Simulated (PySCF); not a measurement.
# One shape, several levels: SiSe (SMILES [Si][Se])

We compute a comparison of 6 runs (HF/STO-3G, CAM-B3LYP/aug-cc-pVTZ, PBE/aug-cc-pVTZ, PBE0/aug-cc-pVTZ, wB97M-V/aug-cc-pVTZ, CCSD(T)/aug-cc-pVTZ) of SiSe. The job is set up through a Python script.

Program for the calculation: PySCF 2.14.0.

3 further runs of the same task are left out: 3 set aside as unsound or not needed.

## 1. The molecule

SiSe: 2 atoms, total charge 0, spin state singlet. SMILES: `[Si][Se]`. The shape comes from GFN2-xTB, which is rough for such elements, and wasn't checked as a minimum.

Bond lengths: Si1–Se2 2.125 Å.

## 2. A single-point energy at HF/STO-3G (run 1)

job.py reads:

```python
from pyscf import gto

molecule = gto.M(
    atom='Si 0.000000 0.000000 0.000000; Se 0.000000 0.000000 2.124530',
    verbose=3,
    max_memory=1860,
    basis='sto-3g',
)

myscf = molecule.RHF()
myscf.conv_tol = 1e-10
myscf.kernel()
if not myscf.converged:
    myscf = myscf.newton().run(myscf.mo_coeff, myscf.mo_occ)

etot = myscf.e_tot
print('E = %.10f Eh' % etot)
```

Started as:

```bash
$ OMP_NUM_THREADS=1 python job.py
```

The program printed:

```text
converged SCF energy = -2659.14132230599
E = -2659.1413223060 Eh
```

Wall time 1 s (1 thread of Intel Xeon at 2.70GHz, shared host); peak memory 0.12 GiB.

## 3. A single-point energy at CAM-B3LYP/aug-cc-pVTZ (run 2)

job.py reads:

```python
# SiSe
from pyscf import gto, dft

mol = gto.Mole()
mol.atom = '''
Si   0.000000   0.000000   0.000000
Se   0.000000   0.000000   2.124530
'''
mol.verbose = 4
mol.spin = 0
mol.max_memory = 1860
mol.basis = 'aug-cc-pvtz'
mol.build()

ks = dft.RKS(mol, xc='cam-b3lyp')
ks.conv_tol = 1e-10
ks.grids.level = 5
ks.kernel()
if not ks.converged:
    ks = ks.newton().run(ks.mo_coeff, ks.mo_occ)

etot = ks.e_tot
print('E(%s) = %.9f' % ('CAM-B3LYP', etot))
```

Started as:

```bash
$ OMP_NUM_THREADS=1 python job.py
```

The program printed:

```text
PySCF version 2.14.0

[INPUT] num. atoms = 2
[INPUT] num. electrons = 48
[INPUT] charge = 0
[INPUT] spin (= nelec alpha-beta = 2S) = 0
[INPUT] symmetry False subgroup None
[INPUT] Mole.unit = angstrom
[INPUT] Symbol           X                Y                Z      unit          X                Y                Z       unit  Magmom
[INPUT]  1 Si     0.000000000000   0.000000000000   0.000000000000 AA    0.000000000000   0.000000000000   0.000000000000 Bohr   0.0
[INPUT]  2 Se     0.000000000000   0.000000000000   2.124530000000 AA    0.000000000000   0.000000000000   4.014779843422 Bohr   0.0

nuclear repulsion = 118.561918352727
number of shells = 27
number of NR pGTOs = 202
number of NR cGTOs = 109
basis = aug-cc-pvtz
ecp = {}

[... 53 lines left out ...]
converged SCF energy = -2691.2353942396
E(CAM-B3LYP) = -2691.235394240
```

Wall time 50 s (1 thread of Intel Xeon at 2.70GHz, shared host); peak memory 0.54 GiB.

Runs 3 to 5 aren't shown in full; the table further down has their settings and results.

## 4. The energy at CCSD(T)/aug-cc-pVTZ (run 6)

geometry.xyz reads:

```xyz
2

Si     0.000000     0.000000     0.000000
Se     0.000000     0.000000     2.124530
```

job.py reads:

```python
from pyscf import gto, scf, cc

molecule = gto.M(
    atom='geometry.xyz',
    verbose=3,
    charge=0,
    max_memory=1860,
    spin=0,
    basis='aug-cc-pvtz',
)

mf = scf.RHF(molecule)
mf.conv_tol = 1e-10
mf.kernel()
if not mf.converged:
    mf = mf.newton().run(mf.mo_coeff, mf.mo_occ)

mycc = cc.CCSD(mf, frozen=14)
mycc.kernel()
e_t = mycc.ccsd_t()
etot = mycc.e_tot + e_t
print('Final energy', etot)
```

Started as:

```bash
$ OMP_NUM_THREADS=1 python job.py
```

The program printed:

```text
converged SCF energy = -2688.84487035521
E(CCSD) = -2689.172276362112  E_corr = -0.3274060069029172
CCSD(T) correction = -0.0205338656168473
Final energy -2689.192810227729
```

It took 45 s on 1 thread of Intel Xeon at 2.70GHz, shared host; peak memory 0.73 GiB.

## 5. The series

```tsv
run	level	integration grid	nlc grid	energy (Eh)	dipole moment (D) of the reference	HOMO energy (eV)	LUMO energy (eV)	wall time
1	HF/STO-3G	–	–	-2659.141322	3.81	-6.10	5.26	1 s
2	CAM-B3LYP/aug-cc-pVTZ	5	–	-2691.235394	1.89	-8.83	-1.60	50 s
3	PBE/aug-cc-pVTZ	5	–	-2690.607987	1.37	-6.75	-3.35	14 s
4	PBE0/aug-cc-pVTZ	5	–	-2690.703851	1.64	-7.71	-2.64	15 s
5	wB97M-V/aug-cc-pVTZ	5	1	-2690.962586	2.02	-9.64	-0.76	59 s
6	CCSD(T)/aug-cc-pVTZ	–	–	-2689.192810	2.37	-9.75	0.13	45 s
```

## 6. Outcome

```
                                           quantity           value
                                run 6: total energy  -2689.19281 Eh
        run 6: dipole moment (Hartree–Fock density)          2.37 D
         run 6: HOMO energy (Hartree–Fock orbitals)        -9.75 eV
         run 6: LUMO energy (Hartree–Fock orbitals)         0.13 eV
       run 6: HOMO–LUMO gap (Hartree–Fock orbitals)         9.89 eV
run 6: correlation energy (14 core orbitals frozen)      -347.9 mEh
                              run 6: (T) correction      -20.53 mEh
                               run 6: T1 diagnostic           0.019
```

Over runs 1, 2, 3, 4, 5 the dipole moment (its size) runs from 1.37 D (PBE/aug-cc-pVTZ) to 3.81 D (HF/STO-3G). The two ends differ in method and basis. Over runs 1, 2, 3, 4, 5 the HOMO–LUMO gap runs from 3.39 eV (PBE/aug-cc-pVTZ) to 11.36 eV (HF/STO-3G). Totals of different functionals can't be ranked against each other. In run 1 the basis is minimal, so the values are rough. All runs together took 3.1 min, the longest 59 s.
